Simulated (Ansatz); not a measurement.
**C₂H₄BFSi: how energies converge with the basis set**

How large a basis does C₂H₄BFSi need? Two functionals are run in growing sets.

The runs use Ansatz 0.2.0, Gaussian basis; one geometry, several basis sets.

The runs, in order: PBE0-D4/def2-SVP; ωB97M-V/def2-SVP; PBE0-D4/def2-QZVPP; ωB97M-V/def2-QZVPP; the functionals' def2-TZVPP values are taken from earlier runs.

### 1 The geometry

The geometry comes from an earlier relaxation with PBE0-D4 in a triple-zeta def2 set; it is a stationary point, not always the lowest conformer.

SMILES `FC1=CB[SiH2]1`, 9 atoms, charge 0, spin multiplicity 1.

Atoms are counted from 1 here; the program's logs count them from 0.

Bond lengths: F1–C2 1.321 Å, C2–C3 1.360 Å, C2–Si5 1.894 Å, C3–B4 1.527 Å, C3–H6 1.088 Å, B4–Si5 2.016 Å, B4–H7 1.190 Å, Si5–H8 1.489 Å, Si5–H9 1.489 Å. Angles: F1–C2–C3 124.7°, F1–C2–Si5 135.3°, C3–C2–Si5 100.0°, C2–C3–B4 101.1°, C2–C3–H6 125.1°, B4–C3–H6 133.8°, C3–B4–Si5 89.4°, C3–B4–H7 129.9°, Si5–B4–H7 140.7°, C2–Si5–B4 69.5°, C2–Si5–H8 114.3°, C2–Si5–H9 114.2°, B4–Si5–H8 122.6°, B4–Si5–H9 122.6°, H8–Si5–H9 107.9°.

Geometry (Å):

```mol
C2H4BFSi
  3D, bonds by distance, orders not assigned

  9  9  0  0  0  0  0  0  0  0999 V2000
    0.4448   -0.4825    2.2636 F   0  0
    0.2580   -0.2254    0.9814 C   0  0
    1.2282   -0.2835    0.0301 C   0  0
    0.4393    0.1006   -1.2191 B   0  0
   -1.2196    0.2859   -0.0879 Si  0  0
    2.2678   -0.5468    0.2129 H   0  0
    0.8001    0.2059   -2.3484 H   0  0
   -2.3269   -0.7092   -0.1181 H   0  0
   -1.8031    1.6086    0.2684 H   0  0
  1  2  8  0
  2  3  8  0
  3  4  8  0
  4  5  8  0
  3  6  8  0
  4  7  8  0
  5  8  8  0
  5  9  8  0
  2  5  8  0
M  END
```

### 2 PBE0-D4 in def2-SVP

File in.yaml:

```yaml
crystal:
  periodic: [false, false, false]
  atoms:
    - {symbol: F, position_ang: [0.444763, -0.482462, 2.263570]}
    - {symbol: C, position_ang: [0.257986, -0.225362, 0.981442]}
    - {symbol: C, position_ang: [1.228196, -0.283506, 0.030117]}
    - {symbol: B, position_ang: [0.439338, 0.100624, -1.219070]}
    - {symbol: Si, position_ang: [-1.219643, 0.285852, -0.087936]}
    - {symbol: H, position_ang: [2.267767, -0.546837, 0.212929]}
    - {symbol: H, position_ang: [0.800089, 0.205950, -2.348444]}
    - {symbol: H, position_ang: [-2.326859, -0.709210, -0.118085]}
    - {symbol: H, position_ang: [-1.803138, 1.608551, 0.268378]}
basis:
  gaussian: {orbitals: def2-SVP}
hamiltonian: {xc: pbe0, dispersion: d4}
output: {orbitals: {seedname: orbitals}}
```

The run is started by

```console
> ansatz run in.yaml --threads 2 --pin off --events-out ev --progress --plain --max-ram 4352MiB
```

Log:

```text
Functional definition: PBE0
  name "PBE0"
  cite "Adamo & Barone, J. Chem. Phys. 110, 6158 (1999) doi:10.1063/1.478522"
  cite "Perdew, Burke & Ernzerhof, Phys. Rev. Lett. 77, 3865 (1996) doi:10.1103/PhysRevLett.77.3865"
  parent pbe
  parameter a = 0.25
  parameter kappa = 0.804
  parameter beta = 0.06672455060314922
  exchange = (1 - a)*pbe_x(kappa = kappa, mu = beta*pi^2/3) + a*exact_x
  correlation = pbe_c(beta = beta)
1046 factors; their error is unknown
mean field evaluation 1: about -13387.9385 eV, gradient 3.9e1 eV
mean field evaluation 2: about -13385.1022 eV, gradient 4.9e1 eV
mean field evaluation 4: about -13391.8825 eV, gradient 3.1e0 eV
mean field evaluation 8: about -13391.9032 eV, gradient 4.4e-2 eV
mean field -13391.94427879 eV, -492.1448748598 hartree, gradient 7.8e-5 eV, S^2 0.000000; 0 other end points of the search recorded, 0 dependent functions left out
reference -13391.94430288 eV, -492.1448757450 hartree; 22, 22 occupied and 72, 72 virtual orbitals, 1046 factors
Total energy: -13392.10672149 eV, -492.1508445186 hartree
```

It took 1.4 s on 2 threads of Arm Neoverse V1, shared host.

### 3 ωB97M-V in def2-SVP

Edit in.yaml of step 2 so:

```diff
@@ -14,3 +14,3 @@
   gaussian: {orbitals: def2-SVP}
-hamiltonian: {xc: pbe0, dispersion: d4}
+hamiltonian: {xc: {name: wB97M-V}}
 output: {orbitals: {seedname: orbitals}}
```

Same command.

Log, cut to the lines that bear on the results:

```text
Functional definition: wB97M-V
  name "wB97M-V"
  cite "Mardirossian & Head-Gordon, J. Chem. Phys. 144, 214110 (2016) doi:10.1063/1.4952647"
  cite "Becke, J. Chem. Phys. 107, 8554 (1997) doi:10.1063/1.475007"
  cite "Vydrov & Van Voorhis, J. Chem. Phys. 133, 244103 (2010) doi:10.1063/1.3521275"
  # Of w^i u^j: cxij and so on, Table III.
[...]
  gx(w, u) = 1 - cx + cx01*u + cx10*w
  gss(w, u) = css00 + css04*u^4 + css10*w + css20*w^2 + css43*w^4*u^3
  gos(w, u) = cos00 + cos10*w + (cos20 + cos21*u)*w^2 + (cos60 + cos61*u)*w^6
[...]
      + integral(e_c_pw_mod_opposite_spin*gos(b97_w_opposite, b97_u_opposite)) + vv10(b, c)
1046 factors; their error is unknown
280 factors; integrals over basis functions are off by at most 1.2e-5 eV
[...]
mean field -13398.68494339 eV, -492.3925897148 hartree, gradient 2.2e-5 eV, S^2 0.000000; 0 other end points of the search recorded, 0 dependent functions left out
reference -13398.68498254 eV, -492.3925911533 hartree; 22, 22 occupied and 72, 72 virtual orbitals, 1046 factors
Total energy: -13398.68498254 eV, -492.3925911533 hartree
```

It took 6 s on 2 threads of Arm Neoverse V1, shared host.

### 4 PBE0-D4 in def2-QZVPP

Edit in.yaml of step 3 so:

```diff
@@ -13,4 +13,4 @@
 basis:
-  gaussian: {orbitals: def2-SVP}
-hamiltonian: {xc: {name: wB97M-V}}
+  gaussian: {orbitals: "def2-QZVPP.json"}
+hamiltonian: {xc: pbe0, dispersion: d4}
 output: {orbitals: {seedname: orbitals}}
```

Same command.

Log:

```text
Functional definition: PBE0
  name "PBE0"
  cite "Adamo & Barone, J. Chem. Phys. 110, 6158 (1999) doi:10.1063/1.478522"
  cite "Perdew, Burke & Ernzerhof, Phys. Rev. Lett. 77, 3865 (1996) doi:10.1103/PhysRevLett.77.3865"
  parent pbe
  parameter a = 0.25
  parameter kappa = 0.804
  parameter beta = 0.06672455060314922
  exchange = (1 - a)*pbe_x(kappa = kappa, mu = beta*pi^2/3) + a*exact_x
  correlation = pbe_c(beta = beta)
1351 factors; their error is unknown
mean field evaluation 1: about -13395.0695 eV, gradient 5.3e1 eV
mean field evaluation 2: about -13390.0562 eV, gradient 6.4e1 eV
mean field evaluation 4: about -13401.5544 eV, gradient 5.9e0 eV
mean field evaluation 8: about -13401.6216 eV, gradient 2.8e-1 eV
mean field evaluation 16: about -13401.6217 eV, gradient 1.8e-5 eV
mean field -13401.62168866 eV, -492.5005131130 hartree, gradient 1.8e-5 eV, S^2 0.000000; 0 other end points of the search recorded, 0 dependent functions left out
reference -13401.62172952 eV, -492.5005146144 hartree; 22, 22 occupied and 396, 396 virtual orbitals, 1351 factors
Total energy: -13401.78414813 eV, -492.5064833881 hartree
```

Wall time 12 s (2 threads of Arm Neoverse V1, shared host); peak memory 1.1 GiB.

### 5 ωB97M-V in def2-QZVPP

Edit in.yaml of step 4 so:

```diff
@@ -14,3 +14,3 @@
   gaussian: {orbitals: "def2-QZVPP.json"}
-hamiltonian: {xc: pbe0, dispersion: d4}
+hamiltonian: {xc: {name: wB97M-V}}
 output: {orbitals: {seedname: orbitals}}
```

Same command.

Log, cut to the lines that bear on the results:

```text
Functional definition: wB97M-V
  name "wB97M-V"
  cite "Mardirossian & Head-Gordon, J. Chem. Phys. 144, 214110 (2016) doi:10.1063/1.4952647"
  cite "Becke, J. Chem. Phys. 107, 8554 (1997) doi:10.1063/1.475007"
  cite "Vydrov & Van Voorhis, J. Chem. Phys. 133, 244103 (2010) doi:10.1063/1.3521275"
  # Of w^i u^j: cxij and so on, Table III.
[...]
  gx(w, u) = 1 - cx + cx01*u + cx10*w
  gss(w, u) = css00 + css04*u^4 + css10*w + css20*w^2 + css43*w^4*u^3
  gos(w, u) = cos00 + cos10*w + (cos20 + cos21*u)*w^2 + (cos60 + cos61*u)*w^6
[...]
      + integral(e_c_pw_mod_opposite_spin*gos(b97_w_opposite, b97_u_opposite)) + vv10(b, c)
1331 factors; their error is unknown
337 factors; integrals over basis functions are off by at most 9.1e-6 eV
[...]
mean field -13408.55540131 eV, -492.7553223529 hartree, gradient 7.3e-5 eV, S^2 0.000000; 0 other end points of the search recorded, 0 dependent functions left out
reference -13408.55546682 eV, -492.7553247603 hartree; 22, 22 occupied and 396, 396 virtual orbitals, 1331 factors
Total energy: -13408.55546682 eV, -492.7553247603 hartree
```

Wall time 28 s (2 threads of Arm Neoverse V1, shared host); peak memory 1.4 GiB.

### 6 Density functionals: the series

The def2-TZVPP values come from earlier runs at the same geometry.

```csv
functional,basis,functions,energy (eV),from the largest (eV),HOMO (eV),LUMO (eV)
PBE0-D4,def2-SVP,94,-13392.1067,9.677,-7.94,-1.98
PBE0-D4,def2-TZVPP,222,-13401.2291,0.555,-7.92,-2.01
PBE0-D4,def2-QZVPP,418,-13401.7841,0.000,-7.93,-2.03
ωB97M-V,def2-SVP,94,-13398.6850,9.870,-10.05,0.15
ωB97M-V,def2-TZVPP,222,-13408.0393,0.516,-10.07,0.03
ωB97M-V,def2-QZVPP,418,-13408.5555,0.000,-10.08,-0.02
```

### 7 What came out

| quantity | value |
| --- | --- |
| PBE0-D4: double and triple zeta above quadruple | 9.68, 0.56 eV |
| ωB97M-V: double and triple zeta above quadruple | 9.87, 0.52 eV |

What this shows: PBE0-D4 gains 9.12 eV from double to triple zeta, then 0.56 eV more. These are total energies; as a rule much of such shifts cancels in differences, which this series doesn't test.

For PBE0-D4 the largest set took about 9 times as long as the smallest (12 s against 1.4 s).
